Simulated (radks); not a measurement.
# Ionisation of Gd²⁺: one atom, several choices of functional

An exercise on one series of results from a longer session: the logs are not shown, and one member is left open.

The numbers are computed with radks (a radial shooting solver on a logarithmic mesh, Libxc functionals) version 1 (scalar-relativistic Kohn-Sham, spin-polarised, spherical densities, finite nucleus; open shells are filled with parallel spins first), except any that are marked as measured or tabulated.

**The atom as given**

| Quantity | Value |
| --- | --- |
| element | gadolinium (Z = 64) |
| charge | +2 |
| electrons | 62 |
| configuration | [Xe] 4f7 5d1 |
| ion | Gd³⁺, [Xe] 4f7 |
| choices | PW91; B86b exchange with PBE correlation; AM05; RPBE; LDA (Slater exchange, Perdew-Wang correlation); SOGGA; exchange-only B88 |

The outer shells:

Gd²⁺
```
[Xe] core
4f [↑ ][↑ ][↑ ][↑ ][↑ ][↑ ][↑ ]
5d [↑ ][  ][  ][  ][  ]
```

Gd³⁺
```
[Xe] core
4f [↑ ][↑ ][↑ ][↑ ][↑ ][↑ ][↑ ]
```

Set-up of the first run:

Input:

```text
Z 64
configuration [Xe] 4f7 5d1
relativity scalar-relativistic
functional pw91,pw91
spin polarised
nucleus finite rms 5.1569 fm
c 137.035999084
```

Among the steps run: PW91: Gd²⁺; PW91: Gd³⁺; B86b exchange with PBE correlation: Gd²⁺; B86b exchange with PBE correlation: Gd³⁺; AM05: Gd²⁺; AM05: Gd³⁺; RPBE: Gd²⁺; RPBE: Gd³⁺; LDA (Slater exchange, Perdew-Wang correlation): Gd²⁺; LDA (Slater exchange, Perdew-Wang correlation): Gd³⁺; SOGGA: Gd²⁺; SOGGA: Gd³⁺; exchange-only B88: Gd²⁺; exchange-only B88: Gd³⁺.

One table of the session follows, with a row left open; its other results are not shown here.

```
                                    functional  Δ-SCF (eV)  −ε(HOMO) (eV)  <r> HOMO (bohr)
                                          PW91      20.433         15.826            2.329
            B86b exchange with PBE correlation      20.370         15.789            2.327
                                          AM05      20.274         15.711            2.311
                                          RPBE      20.292         15.681            2.333
LDA (Slater exchange, Perdew-Wang correlation)      20.549         15.963            2.319
                                         SOGGA           ?              ?                ?
                             exchange-only B88      19.497         15.009            2.372
```

Estimate the missing values for SOGGA.

As computed: Δ-SCF (eV): 20.254; −ε(HOMO) (eV): 15.679; <r> HOMO (bohr): 2.319. In the column «Δ-SCF (eV)» it lies between exchange-only B88 (19.497) and AM05 (20.274).

Open shells are spherical and high-spin; term and fine-structure splittings are not resolved. Spin-orbit splitting is averaged out at the scalar-relativistic level.
